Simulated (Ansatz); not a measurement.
# CH5ClFSi: the cost of one run

Program: Ansatz 0.2.0. Level of theory: UKS LDA/6-31G*. These are calculated values, not measurements.

### 1 The system as given

Bond lengths: C2–Si3 1.882 Å, C2–H5 1.074 Å, C2–H6 1.073 Å, Si3–H7 1.470 Å, Si3–H8 1.470 Å, Si3–H9 1.464 Å. Angles: C2–Si3–H7 109.2°, C2–Si3–H8 108.4°, C2–Si3–H9 116.1°, H7–Si3–H8 108.6°, H7–Si3–H9 105.9°, H8–Si3–H9 108.4°, Si3–C2–H5 121.3°, Si3–C2–H6 121.2°, H5–C2–H6 116.9°.

As a file:

```xyz
9

Cl   -1.8552   -1.3585    0.5273
C    -0.1359    0.0033    0.8564
Si    0.2415    0.0823   -0.9858
F     1.2076    1.0342    1.3158
H    -0.8488    0.6664    1.3091
H     0.2423   -0.7930    1.4680
H     0.7433    1.4232   -1.3183
H     1.2926   -0.9005   -1.2865
H    -0.8875   -0.1574   -1.8860
```

### 2 Pulling towards end A

Springs on the bonds that form and break draw the guess towards this end; the thresholds are loose.

input.yaml reads:

```yaml
crystal:
  periodic: [false, false, false]
  atoms:
    - { symbol: Cl, position_ang: [-1.8552, -1.3585, 0.5273] }
    - { symbol: C, position_ang: [-0.1359, 0.0033, 0.8564] }
    - { symbol: Si, position_ang: [0.2415, 0.0823, -0.9858] }
    - { symbol: F, position_ang: [1.2076, 1.0342, 1.3158] }
    - { symbol: H, position_ang: [-0.8488, 0.6664, 1.3091] }
    - { symbol: H, position_ang: [0.2423, -0.793, 1.468] }
    - { symbol: H, position_ang: [0.7433, 1.4232, -1.3183] }
    - { symbol: H, position_ang: [1.2926, -0.9005, -1.2865] }
    - { symbol: H, position_ang: [-0.8875, -0.1574, -1.886] }
total_charge: -1
magnetization:
  spin_polarized: true
basis:
  gaussian: { orbitals: "6-31G*" }
hamiltonian:
  xc: lda
relax:
  f_tol: 0.15
  max_steps: 25
  restrain:
    - { distance: [1, 3], at: 2.63, k: 30.0 }
    - { distance: [1, 0], at: 1.78, k: 30.0 }
```

Command:

```sh
$ ansatz run input.yaml --threads 2 --pin off --max-ram 3072MiB --backend cpu --events-out ev --progress --plain --runs-dir out
```

What time and memory should one allow on 2 threads of Arm Neoverse N1, shared host?

About 35 s, with a peak of 0.15 GiB.
